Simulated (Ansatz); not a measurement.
CaSnF4, space group P4/mmm: an equation of state with a fit, run with Ansatz 0.2.0, Python API.

The script, `eos_casnf4.py`:
```python
'''Energy against volume for CaSnF4, with a fit.'''

import ansatz as az
import numpy as np
from scipy.optimize import curve_fit

SETTINGS = {
    'xc': 'r2scan',
    'cutoff': 550,
    'occupations': 'fixed',
    'mesh': (6, 6, 4),
}

vectors0 = np.array([
    [4.004548, 0.0, 0.0],
    [0.0, 4.004548, 0.0],
    [0.0, 0.0, 5.780467],
])
sites = [
    ('Ca', (0.0, 0.0, 0.5)),
    ('Sn', (0.5, 0.5, 0.0)),
    ('F', (0.5, 0.0, 0.265738)),
    ('F', (0.5, 0.0, 0.734262)),
    ('F', (0.0, 0.5, 0.734262)),
    ('F', (0.0, 0.5, 0.265738)),
]


def on_lattice(cell):
    crystal = az.Crystal(lattice=az.Lattice.of(cell))
    for symbol, position in sites:
        crystal = crystal.atom(symbol, position)
    return crystal

def vinet(v, e0, v0, b0, b1):
    eta = (v / v0) ** (1 / 3)
    return e0 + 2 * b0 * v0 / (b1 - 1) ** 2 * (2 - (5 + 3 * b1 * (eta - 1) - 3 * eta) * np.exp(-1.5 * (b1 - 1) * (eta - 1)))

# uniform scaling of the cell
volumes, energies = [], []
for scale in np.linspace(0.92, 1.08, 7):
    cell = vectors0 * scale ** (1 / 3)
    setup = (
        on_lattice(cell).calculation()
        .functional(SETTINGS['xc'])
        .basis(SETTINGS['cutoff'])
        .occupations(SETTINGS['occupations'])
        .kpoints(*SETTINGS['mesh'])
    )
    r = setup.run(threads=1).report
    volumes.append(abs(np.linalg.det(cell)) / len(sites))
    energies.append(r['free_energy_ev'] / len(sites))
    print(f'V = {volumes[-1]:8.4f} A^3/atom  F = {energies[-1]:.5f} eV/atom')

guess = (min(energies), volumes[int(np.argmin(energies))], 0.5, 4.5)
(e0, v0, b0, b1), _ = curve_fit(vinet, np.array(volumes), np.array(energies), p0=guess, maxfev=20000)
print(f'Vinet fit: V0 = {v0:.4f} A^3/atom, B0 = {160.21766 * b0:.1f} GPa, B1 = {b1:.2f}')
print('largest residual', round(1000 * float(np.abs(vinet(np.array(volumes), e0, v0, b0, b1) - energies).max()), 3), 'meV/atom')
```

Its results, one of them left out:

| V (Å³/atom) | F less the lowest row shown (meV/atom) |
| --- | --- |
| 14.214 | ? |
| 14.626 | 0.83 |
| 15.038 | 0.00 |
| 15.450 | 4.80 |
| 15.862 | 14.43 |
| 16.274 | 28.21 |
| 16.686 | 45.52 |

What is the missing energy at 14.214 Å³ an atom?

A third-order Birch-Murnaghan fit, E = E0 + (9 V0 B0 / 16) [(t - 1)³ B' + (t - 1)² (6 - 4t)] with t = (V0/V)^(2/3), through the 6 rows shown gives V0 = 14.886 Å³, B0 = 83.6 GPa, B' = 4.57 and E0 = -0.40 meV. At V = 14.214 Å³, t = 1.03128, and the fit extrapolates to 8.22 meV. The run gave 8.21 meV, a miss of 0.02 meV.

Shape and fractional positions are held along the curve, so the bulk modulus is an upper value where they are free to relax. The structure comes from a database of computed cells and needn't be a stable or known phase. Finished in 2.2 min on 1 thread of Arm Neoverse N1, on a shared host, peak memory 0.68 GiB.
